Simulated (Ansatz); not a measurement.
Crystal: NaLaMnMoO6.

```
CELL_PARAMETERS angstrom
5.55735 0.00000 0.00053
0.00000 5.59794 0.00000
-0.06290 0.00000 8.02462
ATOMIC_POSITIONS crystal
Na 0.75008 0.51572 0.49924
Na 0.24992 0.01572 0.50076
La 0.25715 0.95896 0.99937
La 0.74285 0.45896 0.00063
Mn 0.24767 0.48762 0.25607
Mn 0.75233 0.98762 0.74393
Mo 0.75559 0.99666 0.27090
Mo 0.24441 0.49666 0.72910
O 0.67335 0.97830 0.49061
O 0.03402 0.81017 0.27726
O 0.93353 0.28910 0.28026
O 0.47817 0.20966 0.19922
O 0.54435 0.73563 0.20079
O 0.82956 0.01818 0.00392
O 0.32665 0.47830 0.50939
O 0.96598 0.31017 0.72274
O 0.06647 0.78910 0.71974
O 0.52183 0.70966 0.80078
O 0.45565 0.23563 0.79921
O 0.17044 0.51818 0.99608
```

The cell was built by a generator and needn't be a form met in nature.

Program: Ansatz 0.2.0. Alike in all runs: potentials or basis Ansatz PAW; cell as given; cutoff (eV) 420; smearing fermi-dirac 0.05 eV.

Problem. Order these runs on this cell by their band gap on the k mesh, lowest first.
A. level PBE; spin non-collinear, ferromagnetic start, SOC; k mesh 4 × 4 × 3; points for each segment of the path 10
B. level PBE+U; spin collinear, ferromagnetic start; U La f U = 8 eV, Mn d U = 8 eV, Mo d U = 8 eV; k mesh 5 × 5 × 4; hubbard projectors ortho-atomic (the default); double counting fll (the default)
C. level PBE+U; spin collinear, ferromagnetic start; U La f U = 4 eV, Mn d U = 4 eV, Mo d U = 4 eV; k mesh 5 × 5 × 4; hubbard projectors ortho-atomic (the default); double counting fll (the default)
D. level PBE+U; spin collinear, ferromagnetic start; U La f U = 6 eV, Mn d U = 6 eV, Mo d U = 6 eV; k mesh 5 × 5 × 4; hubbard projectors ortho-atomic (the default); double counting fll (the default)

Solution. A (0.21 eV), C (1.09 eV), D (1.38 eV), B (1.53 eV).

Caveats: the magnetic or orbital state may not be the lowest (some runs); odd divisions of the mesh miss points on the zone boundary, where band edges often lie, so the gap on the mesh can be too wide (some runs); spin-orbit coupling is left out, which moves the levels of the heavy elements (some runs); forces of over 1 eV/Å show positions far from the minimum, so gaps and moduli don't describe the material at rest (some runs); the k mesh misses the band edges, so the gap on the mesh is wider than the one along the path (some runs).

Not every run made on this cell is shown here.
